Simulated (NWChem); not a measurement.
# CH4FSi (SMILES C[SiH]F) at UM06-2X/LANL2DZ (core potential)

What is the electronic atomisation energy of CH4FSi at UM06-2X/LANL2DZ (core potential)? 

Program for the calculation: NWChem 7.3.0.

## (1) Starting point

CH4FSi has 7 atoms, charge 0, and is taken as a doublet. As SMILES, `C[SiH]F`. Geometry: relaxed at PBE0-D4/def2-TZVP.

Bond lengths: C1–Si2 1.864 Å, Si2–F3 1.609 Å, C1–H4 1.091 Å, C1–H5 1.093 Å, C1–H6 1.094 Å, Si2–H7 1.494 Å. Angles: C1–Si2–F3 108.7°, C1–Si2–H7 111.7°, F3–Si2–H7 106.7°, Si2–C1–H4 111.5°, Si2–C1–H5 109.9°, Si2–C1–H6 110.0°, H4–C1–H5 108.4°, H4–C1–H6 108.5°, H5–C1–H6 108.5°.

## (2) A single-point energy at UM06-2X/LANL2DZ (core potential) (run 1)

Contents of test.xyz:

```xyz
7
CH4FSi energy
C     -0.653500     0.389500    -0.298000
Si     0.917400    -0.594100    -0.104100
F      0.640700    -1.812800     0.909600
H     -1.444900    -0.207800    -0.754100
H     -0.470200     1.260900    -0.931700
H     -1.000700     0.738300     0.679600
H      2.011300     0.226000     0.498700
```

Contents of test.nw:

```
start test
title "CH4FSi energy"
memory total 2200 mb
charge 0

geometry units angstroms noautosym nocenter noautoz
   load test.xyz
end

basis spherical bse
   * library LANL2DZ
end

ecp bse
   Si library LANL2DZ
end

dft
   xc m06-2x
   mult 2
   grid fine
   convergence energy 1e-08
   iterations 100
   mulliken
   noprint "final vectors analysis"
end

task dft
```

Run with:

```
$ nwchem test.nw > test.out
```

The log of the run:

```text
[...]
          Wavefunction type:  spin polarized.
          No. of atoms     :     7
          No. of electrons :    23
[...]
          Charge           :     0
          Spin multiplicity:     2
[...]
          AO basis - number of functions:    34
[...]
              XC Information
              --------------
                       M06-2X Method XC Functional
                     Hartree-Fock (Exact) Exchange  0.540
                        M06-2X Exchange Functional  1.000
                      M06-2X Correlation Potential  1.000
[...]
 d= 0,ls=0.0,diis     1   -144.1023296269 -1.94D+02  1.25D-02  9.13D-02     0.9
[...]
 d= 0,ls=0.0,diis    10   -144.1491534565 -1.58D-09  6.35D-07  3.43D-10     8.0
[...]
         Total DFT energy =     -144.149153456549
      One electron energy =     -298.365361955803
           Coulomb energy =      122.423527732000
    Exchange-Corr. energy =      -18.480773104536
 Nuclear repulsion energy =       50.273453871791
[...]
      Total Density - Mulliken Population Analysis
     ---------------------------------------------
    Atom       Charge   Shell Charges
 -----------   ------   -------------------------------------------------------
    1 C    6     7.05   2.00  0.69  0.81  2.79  0.77
    2 Si   4     3.05   0.70  0.55  1.32  0.48
    3 F    9     9.54   2.00  0.98  0.98  3.96  1.62
    4 H    1     0.74   0.50  0.24
    5 H    1     0.76   0.50  0.26
    6 H    1     0.74   0.50  0.24
    7 H    1     1.12   0.49  0.62
[...]
      <S2> =      0.7510 (Exact =     0.7500)
[...]
```

It took 8.7 s on 1 thread of Intel Xeon Platinum 8488C (Sapphire Rapids), shared host; peak memory 0.11 GiB.

## (3) The C atom at the same level (run 2)

Contents of a.nw:

```
start a
memory 2200 mb

geometry units angstroms noautosym nocenter noautoz
 C     0.000000    0.000000    0.000000
end

basis spherical bse
 * library LANL2DZ
end

dft
 xc m06-2x
 mult 3
 grid fine
 convergence energy 1e-08
 iterations 100
 mulliken
 noprint "final vectors analysis"
end

task dft
```

Run the same way, it converges to -37.83830 Eh (log not shown).

Runs 3 to 4 aren't shown in full; the table further down has their settings and results.

## (4) The Si atom, same level (run 5)

Contents of struct.nw:

```
start struct
memory total 2200 mb

geometry units angstroms noautosym nocenter noautoz
  Si       0.000000       0.000000       0.000000
end

basis spherical bse
  Si library LANL2DZ
end

ecp bse
  Si library LANL2DZ
end

dft
  xc m06-2x
  mult 3
  grid fine
  convergence energy 1e-08
  maxiter 100
  mulliken
  print low
end

task dft energy
```

Run the same way, it converges to -3.73660 Eh (log not shown).

## (5) All runs side by side

| run | level | core potential | partner | energy (Eh) | ⟨S²⟩ | wall time |
| --- | --- | --- | --- | --- | --- | --- |
| 1 | UM06-2X/LANL2DZ (core potential) | LANL2DZ | base | -144.149153 | 0.751 | 8.7 s |
| 2 | UM06-2X/LANL2DZ | – | atoms | -37.838305 | 2.002 | 0.89 s |
| 3 | UM06-2X/LANL2DZ | – | atoms | -99.719142 | 0.751 | 1.1 s |
| 4 | UM06-2X/LANL2DZ | – | atoms | -0.494933 | 0.750 | 0.69 s |
| 5 | UM06-2X/LANL2DZ (core potential) | LANL2DZ | atoms | -3.736603 | 2.000 | 1.1 s |

## (6) Results

Level: UM06-2X/LANL2DZ (core potential).

| quantity | value |
| --- | --- |
| Si atom: total energy | -3.73660 Eh |
| Si atom: ⟨S²⟩ | 2.000 |
| electronic atomisation energy | 23.820 eV |

What this shows: Taking the molecule apart into free atoms costs 23.82 eV (2298 kJ/mol), before zero-point energy and without spin-orbit coupling. The basis has no polarisation functions, which makes bonds too weak. All runs together took 12 s, the longest 8.7 s.
